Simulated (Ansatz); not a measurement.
# Si2H6O + AsH3: a complex and its separated parts

The complex below is one end of an elementary step. How strongly is it bound against its free parts?

Computed with Ansatz 0.2.0, Gaussian basis. Level: PBE0-D4/def2-TZVP structures, single points in def2-TZVPP, no counterpoise correction.

Levels: SPW92, PBE-D4, BLYP-D4, r2SCAN-D4, B97M-V, PBE0-D4, B3LYP-D4, r2SCAN0-D4, BHLYP-D4, CAM-B3LYP-D4, wB97X-V, wB97M-V, B2PLYP, PBE-QIDH, RPA on PBE, Hartree-Fock, MP2, CCSD, CCSD(T).

Cores are frozen in the correlated methods. Filled d shells of the heavier atoms are correlated. B3LYP uses VWN-RPA correlation. B2PLYP carries no dispersion term here.

94 further runs of the same task are left out: 94 set aside as unsound or not needed. Runs told in other sessions of the task aren't counted.

## (1) Starting geometry

The complex: 13 atoms, charge 0, spin multiplicity 1.

Atoms are counted from 1 here; the program's logs count them from 0.

Bond lengths: Si1–Si2 2.460 Å, Si1–H3 1.480 Å, Si1–H4 1.487 Å, Si1–O5 1.650 Å, Si2–H8 1.544 Å, Si2–H9 1.551 Å, Si2–H10 1.536 Å, O5–H11 0.958 Å, H6–As7 1.521 Å, As7–H12 1.520 Å, As7–H13 1.525 Å. Angles: Si2–Si1–H3 110.8°, Si2–Si1–H4 109.3°, Si2–Si1–O5 113.5°, H3–Si1–H4 110.0°, H3–Si1–O5 103.6°, H4–Si1–O5 109.5°, Si1–Si2–H8 54.6°, Si1–Si2–H9 51.7°, Si1–Si2–H10 55.5°, H8–Si2–H9 87.9°, H8–Si2–H10 90.0°, H9–Si2–H10 88.7°, Si1–O5–H11 117.8°, H6–As7–H12 92.1°, H6–As7–H13 91.8°, H12–As7–H13 92.1°.

Coordinates:

```xyz
13
charge 0, multiplicity 1
Si   -0.4818   -0.1456    1.3293
Si    0.2476   -2.4606    0.9293
H    -1.7379    0.1423    0.6012
H    -0.6807    0.0613    2.7884
O     0.5711    0.9854    0.7513
H    -0.1908    0.1683   -2.1947
As   -0.2563    1.6742   -2.3999
H     1.0074   -1.4165    1.7751
H    -1.0616   -1.9686    1.5993
H     0.0356   -1.4124   -0.1739
H     1.4399    1.0331    1.1530
H     1.2487    1.8181   -2.2452
H    -0.1416    1.5209   -3.9132
```

Its parts: Si2H6O holds atoms 1, 2, 3, 4, 5, 8, 9, 10, 11; AsH3 holds atoms 6, 7, 12, 13. Each part counts its atoms afresh in its own runs.

## (2) Relaxing Si2H6O alone

relax-a/in.yaml

```yaml
crystal:
  periodic: [false, false, false]
  atoms:
    - {symbol: Si, position_ang: [-0.481760, -0.145578, 1.329251]}
    - {symbol: Si, position_ang: [0.247612, -2.460598, 0.929326]}
    - {symbol: H, position_ang: [-1.737869, 0.142264, 0.601208]}
    - {symbol: H, position_ang: [-0.680659, 0.061334, 2.788428]}
    - {symbol: O, position_ang: [0.571082, 0.985354, 0.751290]}
    - {symbol: H, position_ang: [1.007423, -1.416461, 1.775119]}
    - {symbol: H, position_ang: [-1.061607, -1.968600, 1.599328]}
    - {symbol: H, position_ang: [0.035637, -1.412437, -0.173914]}
    - {symbol: H, position_ang: [1.439919, 1.033070, 1.153017]}
basis:
  gaussian: {orbitals: def2-TZVP}
hamiltonian: {xc: pbe0, dispersion: d4}
relax: {f_tol: 0.005, max_steps: 200}
```

Run with:

```
$ ansatz run in.yaml --threads 8 --pin off --events-out ev --progress --plain --max-ram 19148MiB
```

Further steps of the session: Relaxing AsH3 alone; SPW92/def2-TZVPP; PBE-D4/def2-TZVPP; BLYP-D4/def2-TZVPP; r2SCAN-D4/def2-TZVPP; B97M-V/def2-TZVPP; PBE0-D4/def2-TZVPP; B3LYP-D4/def2-TZVPP; r2SCAN0-D4/def2-TZVPP; BHLYP-D4/def2-TZVPP; CAM-B3LYP-D4/def2-TZVPP; wB97X-V/def2-TZVPP; wB97M-V/def2-TZVPP; B2PLYP/def2-TZVPP; PBE-QIDH/def2-TZVPP; RPA on PBE/def2-TZVPP; CCSD(T)/def2-TZVPP; Vibrations of Si2H6O; Vibrations of AsH3.

**Question.** What will these runs give? Wanted: complex less parts, CCSD(T)/def2-TZVPP; with zero-point energy; largest T1 diagnostic.

As calculated:

| quantity | value |
| --- | --- |
| complex less parts, CCSD(T)/def2-TZVPP | -1.94 kcal/mol |
| with zero-point energy | -1.36 kcal/mol |
| largest T1 diagnostic | 0.015 |

In words: At CCSD(T) the complex lies 1.94 kcal/mol below its parts. r2SCAN0-D4 is the best functional here (0.00 kcal/mol from CCSD(T)); B2PLYP is the worst (+1.19 kcal/mol). By rung, the mean size of the error is: LDA 1.06, GGA 0.61, meta-GGA 0.14, hybrid 0.44, range-separated hybrid 0.24, double hybrid 0.92 kcal/mol. The double hybrids carry no dispersion term here, unlike the levels marked D4 or V. PBE-D4 gives a relative energy 0.54 kcal/mol too low, an error of 28 % of the reference. The complex's frequency run has imaginary modes: the structure is no minimum, so both the energy and the zero-point correction are in doubt. No counterpoise was applied, and triple zeta lacks some correlation, so the CCSD(T) reference has a basis error of its own, and close matches with it are partly luck.
